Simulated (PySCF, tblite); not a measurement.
**C4H10BN: geometry, infrared bands and NMR shifts**

Aim: predict the infrared bands and NMR shifts of C4H10BN (`BNCCC=C`).

Computed with tblite 0.8.0 and PySCF 2.14.0, with density-fitted response routines of our own, on a single molecule in the gas phase. Atoms count from 0, in the outputs and in this text.

### Step 1. The starting structure

16 atoms, charge 0, multiplicity 1; geometry from: force field or distance geometry start.

Bonds of the start (Å): B0–N1 1.52, N1–C2 1.44, C2–C3 1.51, C3–C4 1.51, C4–C5 1.33, B0–H6 1.19, B0–H7 1.19, N1–H8 1.04, C2–H9 1.12, C2–H10 1.13, C3–H11 1.11, C3–H12 1.10, C4–H13 1.08, C5–H14 1.12, C5–H15 1.10.

### Step 2. Geometry optimisation with GFN2-xTB

What the job is given:

```
{"job": {"kind": "relax", "xc": "GFN2-xTB", "basis": "xTB"}, "charge": 0, "multiplicity": 1}
B      2.427400     0.442000     0.524600
N      1.841500    -0.822300    -0.090400
C      0.471400    -1.057500     0.277300
C     -0.329200     0.119600    -0.235700
C     -1.798300    -0.026200     0.099900
C     -2.394900     0.899600     0.843200
H      3.594200     0.384000     0.764900
H      1.734000     1.030600     1.297300
H      1.926900    -0.704800    -1.118900
H      0.345300    -1.222900     1.382800
H      0.115800    -2.029900    -0.172200
H     -0.273800     0.212200    -1.336700
H     -0.013300     1.059900     0.232400
H     -2.370300    -0.856900    -0.280200
H     -1.825400     1.772800     1.241100
H     -3.459000     0.808800     1.094300
```

Command:

```sh
OMP_NUM_THREADS=1 python probes_run.py task.json out
```

The driver reads the jobs from task.json and runs them one after another.

**Question.** This job is followed by: GFN2-xTB harmonic vibrations, gas phase; GIAO PBE0/pcSseg-1 NMR shielding, non-relativistic, gas phase. What will the session give for the following? strongest single infrared mode (GFN2-xTB); zero-point energy (GFN2-xTB); 13C shifts against TMS (PBE0/pcSseg-1); 1H shifts against TMS (PBE0/pcSseg-1, means over atoms taken as alike); 11B shifts against BF3·OEt2 (PBE0/pcSseg-1); 15N shifts against NH3 (PBE0/pcSseg-1).

The runs gave:

```
                                                              quantity                                         value
                             strongest single infrared mode (GFN2-xTB)                         2637 cm⁻¹, 208 km/mol
                                          zero-point energy (GFN2-xTB)                                 84.8 kcal/mol
                                13C shifts against TMS (PBE0/pcSseg-1)                  144.0, 123.4, 56.8, 46.8 ppm
1H shifts against TMS (PBE0/pcSseg-1, means over atoms taken as alike)  6.06, 5.55, 5.37, 4.86, 4.62, 3.33, 2.33 ppm
                           11B shifts against BF3·OEt2 (PBE0/pcSseg-1)                                      35.2 ppm
                                15N shifts against NH3 (PBE0/pcSseg-1)                                     156.3 ppm
```

What this shows: The optimisation took 109 steps and gained 1.411 eV; among the close pairs (by a distance rule), B0–N1 changed most, from 1.523 to 1.377 Å. All 42 modes are real, so the xTB geometry is a minimum. The strongest single mode, at 2637 cm⁻¹, moves mainly H6 and H7. GFN2-xTB is a fitted tight-binding method: band positions and strengths are rough. Its intensities can rank the bands wrongly. C4 (alkene CH) lies farthest downfield among carbon, at 144.0 ppm; as expected for a trigonal carbon in a double bond. H13 (hydrogen on an alkene CH) lies farthest downfield among hydrogen, at 6.06 ppm; olefinic region. At PBE0/pcSseg-1: The largest span, 239 ppm, is at C4, where the paramagnetic term is -214 ppm.
